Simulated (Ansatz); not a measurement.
# C2H6AgN: the cost of one run

The runs use Ansatz 0.2.0, Gaussian basis; the settings change from run to run.

## 1. The molecule

The structure was relaxed beforehand with PBE0-D4 in a triple-zeta def2 set. Ag takes a core potential in def2 sets; no spin-orbit term is included.

SMILES `C[N](C)[Ag]`, 10 atoms, charge 0, spin multiplicity 1.

Atoms are counted from 1 here; the program's logs count them from 0.

Bond lengths: C1–N2 1.441 Å, C1–H5 1.092 Å, C1–H6 1.104 Å, C1–H7 1.104 Å, N2–C3 1.441 Å, N2–Ag4 2.063 Å, C3–H8 1.092 Å, C3–H9 1.104 Å, C3–H10 1.104 Å. Angles: N2–C1–H5 111.0°, N2–C1–H6 115.0°, N2–C1–H7 108.9°, H5–C1–H6 108.1°, H5–C1–H7 107.4°, H6–C1–H7 106.2°, C1–N2–C3 110.0°, C1–N2–Ag4 113.9°, C3–N2–Ag4 113.9°, N2–C3–H8 111.0°, N2–C3–H9 115.0°, N2–C3–H10 108.9°, H8–C3–H9 108.1°, H8–C3–H10 107.4°, H9–C3–H10 106.2°.

Geometry (Å):

| atom | x (Å) | y (Å) | z (Å) |
| --- | --- | --- | --- |
| C1 | -0.1598 | 1.0395 | -0.5649 |
| N2 | -0.3172 | -0.3878 | -0.4432 |
| C3 | 0.5738 | -0.8977 | 0.5682 |
| Ag4 | -2.2748 | -0.9971 | -0.2173 |
| H5 | -0.8152 | 1.4402 | -1.3417 |
| H6 | -0.3402 | 1.6091 | 0.3638 |
| H7 | 0.8796 | 1.2606 | -0.8642 |
| H8 | 0.4809 | -1.9824 | 0.6601 |
| H9 | 0.4417 | -0.4557 | 1.5715 |
| H10 | 1.6145 | -0.6800 | 0.2709 |

## 2. PBE0-DH/x2c-TZVPPall

This run has multiplicity 3, a grid of angular degree 23, finite nuclei, relativity set to scalar, the search for lower states set to light.

Input file in.yaml:

```yaml
crystal:
  periodic: [false, false, false]
  atoms:
    - {symbol: C, position_ang: [-0.159838, 1.039463, -0.564947]}
    - {symbol: N, position_ang: [-0.317171, -0.387792, -0.443174]}
    - {symbol: C, position_ang: [0.573793, -0.897732, 0.568153]}
    - {symbol: Ag, position_ang: [-2.274837, -0.997088, -0.217347]}
    - {symbol: H, position_ang: [-0.815237, 1.440157, -1.341734]}
    - {symbol: H, position_ang: [-0.340233, 1.609127, 0.363758]}
    - {symbol: H, position_ang: [0.879584, 1.260616, -0.864237]}
    - {symbol: H, position_ang: [0.480918, -1.982360, 0.660127]}
    - {symbol: H, position_ang: [0.441696, -0.455675, 1.571491]}
    - {symbol: H, position_ang: [1.614527, -0.680015, 0.270910]}
basis:
  gaussian: {orbitals: x2c-TZVPPall, final_grid: {core_spheres: 8, valence_spheres: 7, degree: 23}, nuclear_model: gaussian}
magnetization: {spin_polarized: true, initial_magnetization: 2}
hamiltonian: {xc: {name: PBE0-DH}, pseudopotentials: {relativity: scalar}}
scf: {lower_state_search: light}
output: {forces: true}
```

The run is started by

```bash
ansatz run in.yaml --threads 4 --pin off --events-out ev --progress --plain --max-ram 10444MiB
```

What time and memory should one allow on 4 threads of Intel Xeon 6975P-C, shared host?

About 16 s, with a peak of 1.4 GiB.
